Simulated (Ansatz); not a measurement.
## CH₃NSSi, SMILES SC1=N[SiH2]1: a rigid scan of one bond angle, step by step

With Ansatz 0.2.0 through its Python package.

At the Python prompt:
```pycon
>>> import ansatz as az
>>> from ase import Atoms
>>> atoms = Atoms(['S', 'C', 'N', 'Si', 'H', 'H', 'H'], positions=[
...     (-0.8313, 1.047, -1.6344),
...     (-0.2598, 0.2283, -0.3751),
...     (-0.8135, -0.5389, 0.4688),
...     (1.1453, -0.2441, 0.5953),
...     (-2.1454, 0.6869, -1.4827),
...     (1.2719, 0.3565, 1.944),
...     (1.694, -1.6037, 0.4383),
... ])
>>> # relax first, so that the scan starts from a minimum
>>> first = (
...     az.Crystal.molecule_from_ase(atoms).calculation()
...     .basis(gaussian='def2-SVP')
...     .functional('PBE0')
...     .relax(force_tolerance=0.02, max_steps=80)
... )
>>> atoms.positions = first.run(threads=1, backend='cpu').report['positions_ang']
>>> rows = []
>>> for angle in [90, 100, 110, 120, 135, 150, 165, 179]:
...     bent = atoms.copy()
...     bent.set_angle(1, 0, 4, angle, indices=[4])
...     calc = az.Crystal.molecule_from_ase(bent).calculation().basis(gaussian='def2-SVP').functional('PBE0')
...     rows.append((angle, calc.run(threads=1, backend='cpu').report['free_energy_ev']))
...
>>> floor = min(e for _, e in rows)
>>> for angle, e in rows:
...     print(f'angle C1-S0-H4 = {angle:3d} deg   {1000 * (e - floor):9.1f} meV')
...
angle C1-S0-H4 =  90 deg        10.0 meV
angle C1-S0-H4 = 100 deg         0.0 meV
angle C1-S0-H4 = 110 deg       135.6 meV
angle C1-S0-H4 = 120 deg       399.8 meV
angle C1-S0-H4 = 135 deg       995.5 meV
angle C1-S0-H4 = 150 deg      1749.8 meV
angle C1-S0-H4 = 165 deg      2492.8 meV
angle C1-S0-H4 = 179 deg      2898.8 meV
```

The scan is rigid, and the energies are electronic, in a modest basis. The zero is the lowest point of the grid, which needn't be the minimum. Wall time of the script: 52 s on 1 thread of Arm Neoverse V1, on a shared host, peak memory 0.22 GiB.
